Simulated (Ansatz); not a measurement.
**C₃H₁₁GaO: how energies converge with the basis set**

How large a basis does C₃H₁₁GaO need? Two functionals are run in growing sets.

Program: Ansatz 0.2.0, Gaussian basis. Level of theory: one geometry, several basis sets. These are calculated values, not measurements.

Plan: PBE0-D4/def2-SVP; ωB97M-V/def2-SVP; PBE0-D4/def2-QZVPP; ωB97M-V/def2-QZVPP; the functionals' def2-TZVPP values are taken from earlier runs.

## (1) Structure used throughout

An earlier PBE0-D4 in a triple-zeta def2 set relaxation fixed the geometry.

16 atoms, charge 0, spin multiplicity 1.

Atoms are counted from 1 here; the program's logs count them from 0.

Bond lengths: C1–O2 1.426 Å, C1–H6 1.088 Å, C1–H7 1.092 Å, C1–H8 1.092 Å, O2–Ga3 2.186 Å, O2–H9 0.962 Å, Ga3–C4 1.990 Å, Ga3–C5 1.983 Å, Ga3–H10 1.585 Å, C4–H11 1.094 Å, C4–H12 1.094 Å, C4–H13 1.093 Å, C5–H14 1.094 Å, C5–H15 1.094 Å, C5–H16 1.092 Å. Angles: O2–C1–H6 106.3°, O2–C1–H7 111.3°, O2–C1–H8 110.3°, H6–C1–H7 109.2°, H6–C1–H8 109.4°, H7–C1–H8 110.2°, C1–O2–Ga3 117.5°, C1–O2–H9 109.9°, Ga3–O2–H9 110.6°, O2–Ga3–C4 98.3°, O2–Ga3–C5 96.3°, O2–Ga3–H10 94.8°, C4–Ga3–C5 118.4°, C4–Ga3–H10 117.9°, C5–Ga3–H10 120.0°, Ga3–C4–H11 109.7°, Ga3–C4–H12 112.0°, Ga3–C4–H13 112.7° and more.

## (2) PBE0-D4 in def2-SVP

The input, in.yaml:

```yaml
crystal:
  periodic: [false, false, false]
  atoms:
    - {symbol: C, position_ang: [-0.163840, 0.696257, -2.210612]}
    - {symbol: O, position_ang: [0.054963, 1.088878, -0.857365]}
    - {symbol: Ga, position_ang: [-0.638938, -0.267022, 0.710954]}
    - {symbol: C, position_ang: [0.447434, -1.858654, 0.213942]}
    - {symbol: C, position_ang: [-0.038161, 0.843209, 2.240804]}
    - {symbol: H, position_ang: [-1.220591, 0.448314, -2.290496]}
    - {symbol: H, position_ang: [0.431757, -0.181930, -2.470500]}
    - {symbol: H, position_ang: [0.067254, 1.522511, -2.885979]}
    - {symbol: H, position_ang: [0.981311, 1.311485, -0.726552]}
    - {symbol: H, position_ang: [-2.156241, -0.231065, 0.253877]}
    - {symbol: H, position_ang: [0.285526, -2.658252, 0.943429]}
    - {symbol: H, position_ang: [1.519598, -1.639930, 0.217132]}
    - {symbol: H, position_ang: [0.180326, -2.262788, -0.765771]}
    - {symbol: H, position_ang: [-0.356024, 0.386105, 3.182599]}
    - {symbol: H, position_ang: [1.051200, 0.933546, 2.283220]}
    - {symbol: H, position_ang: [-0.468574, 1.846636, 2.205414]}
basis:
  gaussian: {orbitals: def2-SVP}
hamiltonian: {xc: pbe0, dispersion: d4}
output: {orbitals: {seedname: orbitals}}
```

Run with:

```console
$ ansatz run in.yaml --threads 4 --pin off --events-out ev --progress --plain --max-ram 11315MiB
```

Further steps of the session: ωB97M-V in def2-SVP; PBE0-D4 in def2-QZVPP; ωB97M-V in def2-QZVPP.

Q: Predict the results of all the runs planned. Wanted: PBE0-D4: double and triple zeta above quadruple; ωB97M-V: double and triple zeta above quadruple.

The runs gave:

```
                                       quantity           value
PBE0-D4: double and triple zeta above quadruple  14.36, 1.49 eV
ωB97M-V: double and triple zeta above quadruple  14.63, 1.46 eV
```

**Reading.** For PBE0-D4 the step from double to triple zeta gains 12.86 eV and the next only 1.49 eV. These are total energies; as a rule much of such shifts cancels in differences, which this series doesn't test. The LUMO of ωB97M-V is positive and keeps falling with the basis (2.29 to 1.04 eV): an unbound level that the basis holds in place.
